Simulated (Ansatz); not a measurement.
Task: an atomisation energy of BH₆SbSi, SMILES [BH2][SbH][SiH3], with Ansatz 0.2.0, Python API. Give the script and its output. Settings (for the species named): B3LYP, def2-SVPD basis, multiplicity 1.

`bh6sbsi.xyz`
```text
9

B    -1.22890    1.03250   -0.90620
Sb    0.94330    0.91960   -0.76380
Si    0.74780   -1.23210    0.51630
H    -1.88210    0.14850   -0.69470
H    -1.77280    2.09290   -1.25390
H     0.97240    1.91040    0.70300
H     2.11180   -1.54490    1.13580
H     0.42130   -2.30130   -0.38600
H    -0.22430   -1.07180    1.63230
```

`run_tae.py`:
```python
'''Energy to split BH6SbSi into its atoms.'''

from collections import Counter

import ansatz as az


def total_energy(molecule, charge=0, unpaired=0):
    calc = molecule.calculation().basis(gaussian='def2-SVPD').functional('b3lyp')
    if charge:
        calc = calc.charge(charge)
    if unpaired:
        calc = calc.spin('collinear', total=unpaired)
    report = calc.run(threads=1, backend='cpu').report
    if report['published_state_doubts']:
        print('  doubts:', report['published_state_doubts'])
    return report['free_energy_ev']


def main() -> None:
    system = az.Crystal.molecule_from_extxyz('bh6sbsi.xyz')

    # Hund ground states
    unpaired = {'B': 1, 'Sb': 3, 'Si': 2, 'H': 1}
    counts = Counter(site.symbol for site in system.cartesian_sites)
    atom_energy = {s: total_energy(az.Crystal.molecule().atom(s, (0, 0, 0)), 0, unpaired[s]) for s in counts}
    whole = total_energy(system, 0, 0)
    for s, e in atom_energy.items():
        print(f'{s:2s} x{counts[s]}  {e:14.5f} eV')
    print(f'BH6SbSi: {whole:.5f} eV')
    split = sum(counts[s] * e for s, e in atom_energy.items()) - whole
    print(f'atomisation energy (no zero-point term): {23.060548 * split:.1f} kcal/mol, {split / sum(counts.values()):.3f} eV an atom')


if __name__ == '__main__':
    main()
```

`python run_tae.py` gives:
```text
B  x1      -670.35971 eV
Sb x1     -6538.58589 eV
Si x1     -7872.10678 eV
H  x6       -13.63995 eV
BH6SbSi: -15187.85434 eV
atomisation energy (no zero-point term): 575.6 kcal/mol, 2.774 eV an atom
```

575.6 kcal/mol from the electronic energies, without the zero-point term.

Total energies depend on the basis set; only differences at equal settings carry meaning. The geometry is a force-field or estimated start, not a minimum of this method, and the basis set is short of its limit. All parts are taken at fixed geometry, without zero-point energy. def2 sets replace the cores of elements past krypton by effective core potentials. b3lyp holds the VWN-RPA fit, as in Gaussian; the form of ORCA and Turbomole is b3lyp5. The spin-orbit lowering of heavy atoms is left out. The whole script took 6.5 s on 1 thread of Arm Neoverse V1, with other jobs on the host, peak memory 0.28 GiB.
